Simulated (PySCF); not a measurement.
# CeCl3H3N (Ce(Cl)3(NH3)): the cost of one run

The runs use PySCF 2.14.0; several levels, as the steps say, no spin–orbit coupling.

1 further run of the same task is left out (for a known fault of the program).

## (1) The system as given

8 atoms, charge 0, spin multiplicity 1.

Bond lengths: Ce1–Cl2 2.609 Å, Ce1–Cl3 2.609 Å, Ce1–Cl4 2.609 Å, Ce1–N5 2.607 Å, N5–H6 1.022 Å, N5–H7 1.022 Å, N5–H8 1.022 Å. Angles: Cl2–Ce1–Cl3 119.7°, Cl2–Ce1–Cl4 119.7°, Cl2–Ce1–N5 93.0°, Cl3–Ce1–Cl4 119.7°, Cl3–Ce1–N5 93.0°, Cl4–Ce1–N5 93.0°, Ce1–N5–H6 112.4°, Ce1–N5–H7 112.4°, Ce1–N5–H8 112.4°, H6–N5–H7 106.4°, H6–N5–H8 106.4°, H7–N5–H8 106.4°.

As a file:

```mol
CeCl3H3N
  3D, bonds by distance, orders not assigned

  8  7  0  0  0  0  0  0  0  0999 V2000
    0.0554   -0.0554    0.0554 Ce  0  0
    1.1983    1.9931    1.1983 Cl  0  0
   -1.9931   -1.1983    1.1983 Cl  0  0
    1.1983   -1.1983   -1.9931 Cl  0  0
   -1.4495    1.4495   -1.4495 N   0  0
   -2.0602    2.0602   -0.9023 H   0  0
   -0.9023    2.0602   -2.0602 H   0  0
   -2.0602    0.9023   -2.0602 H   0  0
  1  2  8  0
  1  3  8  0
  1  4  8  0
  1  5  8  0
  5  6  8  0
  5  7  8  0
  5  8  8  0
M  END
```

Formal oxidation states: Ce +3. Each metal's 1 4f electrons lie in its core potential, so multiplicities, spins and levels count the valence alone. An earlier session relaxed this geometry at PBE0, Ce lcecp-1-SVP with ECP47, Cl def2-SVP, N def2-SVP, H def2-SVP (singlet, point group C3v).

At PBE0 on the finer grid: E = -1468.714376 Eh, HOMO -8.35 eV, LUMO -1.23 eV, Mulliken charge on Ce1 +0.90 e, largest force component 0.003 eV/Å. 

Levels to run: TPSS; r2SCAN; PBE0, TZVP. Hardware: 2 threads of Intel Xeon 6975P-C (Granite Rapids), shared host.

## (2) TPSS

Contents of run.py (the lines that set the calculation):

```python
mol = gto.M(atom='''
Ce     0.05543    -0.05543     0.05543
Cl     1.19825     1.99313     1.19825
Cl    -1.99313    -1.19825     1.19825
Cl     1.19825    -1.19825    -1.99313
N     -1.44951     1.44951    -1.44951
H     -2.06020     2.06020    -0.90232
H     -0.90232     2.06020    -2.06020
H     -2.06020     0.90232    -2.06020''',
    basis={'Ce': 'lcecp-1-SVP', 'Cl': 'def2-SVP', 'N': 'def2-SVP', 'H': 'def2-SVP'},
    ecp={'Ce': 'lcecp-1-SVP'},
    charge=0, spin=0)
mf = dft.RKS(mol, xc='TPSS')
mf.grids.atom_grid = (75, 302)  # f atoms: unpruned, at least (60, 302)
mf = mf.density_fit()  # fitting sets: Ce AutoAux, Cl def2-universal-JKFIT, N def2-universal-JKFIT, H def2-universal-JKFIT
mf.conv_tol = 1e-08; mf.max_cycle = 55
mf.kernel(dm0)  # dm0: the density of the relaxed state
```

Run with:

```bash
> OMP_NUM_THREADS=2 python run.py
```

**Question.** How long does this run take on 2 threads of Intel Xeon 6975P-C (Granite Rapids), shared host?

About 8.8 s.
